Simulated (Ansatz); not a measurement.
# ZrC: the cost of one run

Computed with Ansatz 0.2.0 (DFT PBEsol, scalar-relativistic, plane waves, PAW, unless a step's input says otherwise).

**1. The structure to begin with**

Symmetry: P6_3/mmc, No. 194, hexagonal system. The conventional cell has a = 3.350 Å, b = 3.350 Å, c = 5.227 Å, α = 90.00°, β = 90.00°, γ = 120.00°. Zr (site symmetry -6m2) is surrounded by 6 C at 2.33 Å. Around C (site symmetry -3m) lie 6 Zr at 2.33 Å.

Coordinates:

```
Zr C
1.0
     3.35024    0.00000    0.00000
    -1.67512    2.90140    0.00000
     0.00000    0.00000    5.22726
Zr C
2 2
Cartesian
  0.0000 1.9343 1.3068
  1.6751 0.9671 3.9204
  0.0000 0.0000 0.0000
  0.0000 0.0000 2.6136
```

This cell comes from an earlier session at PBEsol: 12.703 Å³/atom at 0.01 GPa, on a 10×10×6 mesh.

Volume factors to run: 0.980, 1.020, 0.960, 1.040.

**2. At 0.980 of the relaxed volume**

Contents of input.yaml:

```yaml
crystal:
  lattice:
    - [3.327758361, 0.0, 0.0]
    - [-1.6638791805, 2.8819232783, 0.0]
    - [0.0, 0.0, 5.1921812443]
  atoms:
    - { symbol: Zr, position: [0.3333333333, 0.6666666667, 0.25] }
    - { symbol: Zr, position: [0.6666666667, 0.3333333333, 0.75] }
    - { symbol: C, position: [0.0, 0.0, 0.0] }
    - { symbol: C, position: [0.0, 0.0, 0.5] }
basis:
  ecutwfc: 420
  ecutrho_ratio: 4
kpoints:
  mp_grid: { grid: [10, 10, 6] }
hamiltonian:
  xc: pbesol
scf:
  occupations: { method: gaussian, width: 0.05 }
output:
  forces: true
  stress: true
  eigenvalues: true
relax:
  f_tol: 0.01
  max_steps: 40
  cell: { stress_tol: 0.1, fix: [volume] }
```

What time and memory should one allow on 4 threads of an Arm CPU, shared host?

About 4.2 s, with a peak of 0.38 GiB.
